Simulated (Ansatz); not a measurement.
# CH3AlCl2S: small, medium and large basis sets

How large a basis does CH3AlCl2S need? Two functionals are run in growing sets.

The runs use Ansatz 0.2.0, Gaussian basis; one geometry, several basis sets.

Levels to be run: PBE0-D4/def2-SVP; ωB97M-V/def2-SVP; PBE0-D4/def2-QZVPP; ωB97M-V/def2-QZVPP; the functionals' def2-TZVPP values are taken from earlier runs.

## (1) The relaxed structure

An earlier PBE0-D4 in a triple-zeta def2 set relaxation fixed the geometry.

SMILES `C[S][Al]([Cl])[Cl]`, 8 atoms, charge 0, spin multiplicity 1.

Atoms are counted from 1 here; the program's logs count them from 0.

Bond lengths: C1–S2 1.824 Å, C1–H6 1.089 Å, C1–H7 1.088 Å, C1–H8 1.089 Å, S2–Al3 2.148 Å, Al3–Cl4 2.078 Å, Al3–Cl5 2.086 Å. Angles: S2–C1–H6 107.7°, S2–C1–H7 112.0°, S2–C1–H8 108.7°, H6–C1–H7 109.3°, H6–C1–H8 109.5°, H7–C1–H8 109.5°, C1–S2–Al3 103.2°, S2–Al3–Cl4 119.1°, S2–Al3–Cl5 121.6°, Cl4–Al3–Cl5 119.3°.

## (2) PBE0-D4 in def2-SVP

File in.yaml:

```yaml
crystal:
  periodic: [false, false, false]
  atoms:
    - {symbol: C, position_ang: [0.617127, -0.608979, 1.171711]}
    - {symbol: S, position_ang: [0.532286, -1.050169, -0.596334]}
    - {symbol: Al, position_ang: [-0.623210, 0.549087, -1.446412]}
    - {symbol: Cl, position_ang: [-1.051490, 0.517021, -3.479992]}
    - {symbol: Cl, position_ang: [-1.315123, 2.136708, -0.283079]}
    - {symbol: H, position_ang: [1.660575, -0.665240, 1.477521]}
    - {symbol: H, position_ang: [0.240185, 0.394006, 1.360573]}
    - {symbol: H, position_ang: [0.031749, -1.329634, 1.740113]}
basis:
  gaussian: {orbitals: def2-SVP}
hamiltonian: {xc: pbe0, dispersion: d4}
output: {orbitals: {seedname: orbitals}}
```

Command:

```sh
ansatz run in.yaml --threads 4 --pin off --events-out ev --progress --plain --max-ram 10444MiB
```

Further steps of the session: ωB97M-V in def2-SVP; PBE0-D4 in def2-QZVPP; ωB97M-V in def2-QZVPP.

Before running them: what should the planned runs give, taken together? Wanted: PBE0-D4: double and triple zeta above quadruple; ωB97M-V: double and triple zeta above quadruple.

The runs gave:

| quantity | value |
| --- | --- |
| PBE0-D4: double and triple zeta above quadruple | 17.28, 1.33 eV |
| ωB97M-V: double and triple zeta above quadruple | 17.14, 1.27 eV |

PBE0-D4 gains 15.95 eV from double to triple zeta, then 1.33 eV more. These are total energies; as a rule much of such shifts cancels in differences, which this series doesn't test. The LUMO of ωB97M-V is positive and keeps falling with the basis (1.03 to 0.51 eV): an unbound level that the basis holds in place.
